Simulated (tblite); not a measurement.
# C4H7NO2Si: the cost of one run

The runs use tblite 0.8.0 and PySCF 2.14.0, with density-fitted response routines of our own; the level of theory stands in each step. All values are computed, except where a source is named. Atoms count from 0, in the outputs and in this text.

**1. The molecule as given**

15 atoms, charge 0, multiplicity 1; geometry from: force field or distance geometry start.

Bonds of the start (Å): N0–C1 1.18, C1–Si2 1.82, Si2–O3 1.73, O3–C4 1.39, C4–C5 1.47, C5–C6 1.46, C6–O7 1.37, O7–Si2 1.67, Si2–H8 1.45, C4–H9 1.13, C4–H10 1.11, C5–H11 1.13, C5–H12 1.13, C6–H13 1.12, C6–H14 1.13.

**2. Optimising the geometry with GFN2-xTB**

What the job is given:

```
{"job": {"kind": "relax", "xc": "GFN2-xTB", "basis": "xTB"}, "charge": 0, "multiplicity": 1}
N      3.039000     1.467900     1.107300
C      2.397100     0.720600     0.464900
Si     1.446200    -0.490900    -0.501100
O      0.338200     0.302800    -1.562000
C     -0.540200     0.974700    -0.726600
C     -1.262100     0.161700     0.263700
C     -0.801700    -1.181000     0.608600
O      0.526700    -1.490000     0.475400
H      2.385000    -1.246300    -1.311100
H     -1.302400     1.420600    -1.427200
H     -0.072700     1.863700    -0.258600
H     -2.322400     0.040300    -0.104700
H     -1.386000     0.784500     1.204100
H     -1.054200    -1.353300     1.681200
H     -1.395000    -1.967400     0.064200
```

Started as:

```
$ OMP_NUM_THREADS=1 python probes_run.py task.json out
```

This one command runs all jobs of the session in turn.

**Question.** How long does this first job take on 1 thread of Arm Neoverse N1, shared host, and how much memory does it need?

About 1.2 s, with a peak of 0.18 GiB.
